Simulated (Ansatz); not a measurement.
**CH3ClF2OSi: an energy map over angle Cl6–Si3–O2 and angle H9–C1–H8**

Computed with Ansatz 0.2.0. Level: RKS PBE-D4/def2-SVP.

**1. The starting structure**

SMILES `CO[Si](F)(F)Cl`, 9 atoms, charge 0, spin multiplicity 1.

Atoms are counted from 1 here; the program's logs count them from 0.

Bond lengths: C1–O2 1.426 Å, C1–H7 1.111 Å, C1–H8 1.107 Å, C1–H9 1.111 Å, O2–Si3 1.637 Å, Si3–F4 1.620 Å, Si3–F5 1.620 Å, Si3–Cl6 2.032 Å. Angles: O2–C1–H7 111.5°, O2–C1–H8 107.9°, O2–C1–H9 111.5°, H7–C1–H8 108.6°, H7–C1–H9 108.7°, H8–C1–H9 108.6°, C1–O2–Si3 124.3°, O2–Si3–F4 111.4°, O2–Si3–F5 111.2°, O2–Si3–Cl6 108.5°, F4–Si3–F5 105.7°, F4–Si3–Cl6 110.0°, F5–Si3–Cl6 110.1°.

Geometry (Å):

```
C    -0.15691   -1.41033    0.19388
O    -0.54827   -0.21812   -0.48453
Si    0.11434    1.25517   -0.21814
F    -0.08185    1.72082    1.32080
F     1.71467    1.23192   -0.46792
Cl   -0.76764    2.59412   -1.46668
H    -0.34307   -1.33604    1.28711
H    -0.76117   -2.24524   -0.21093
H     0.91830   -1.63860    0.02930
```

This geometry comes from a loose relaxation at PBE in a small basis, which is not shown.

**3. Setting up the map**

The axes are (1) angle Cl6–Si3–O2: 13 values from 63.5 to 153.5 °; (2) angle H9–C1–H8: 13 values from 83.6 to 133.6 °.

Nothing else is relaxed (all other coordinates rigid). Energies count from the relaxed molecule at the same level.

(The set-up runs are not shown.)

**4. The run at angle Cl6–Si3–O2 = 116.0°, angle H9–C1–H8 = 104.4°**

Contents of input.yaml:

```yaml
crystal:
  periodic: [false, false, false]
  atoms:
    - { symbol: C, position_ang: [-0.15778, -1.412404, 0.194273] }
    - { symbol: O, position_ang: [-0.534886, -0.220567, -0.492196] }
    - { symbol: Si, position_ang: [0.118097, 1.256648, -0.219816] }
    - { symbol: F, position_ang: [-0.081414, 1.713574, 1.321315] }
    - { symbol: F, position_ang: [1.718295, 1.248209, -0.470784] }
    - { symbol: Cl, position_ang: [-0.615586, 2.777411, -1.351033] }
    - { symbol: H, position_ang: [-0.346823, -1.329733, 1.286362] }
    - { symbol: H, position_ang: [-0.768293, -2.244353, -0.207421] }
    - { symbol: H, position_ang: [0.892062, -1.720981, -0.000285] }
basis:
  gaussian: { orbitals: def2-SVP }
hamiltonian:
  xc: pbe
  dispersion: d4
output:
  forces: true
```

The run is started by

```bash
ansatz run input.yaml --threads 1 --pin off --max-ram 2560MiB --backend cpu --events-out ev --progress --plain --runs-dir out
```

What time and memory should one allow on 1 thread of Arm Neoverse V1, shared host?

About 4.1 s, with a peak of 0.13 GiB.
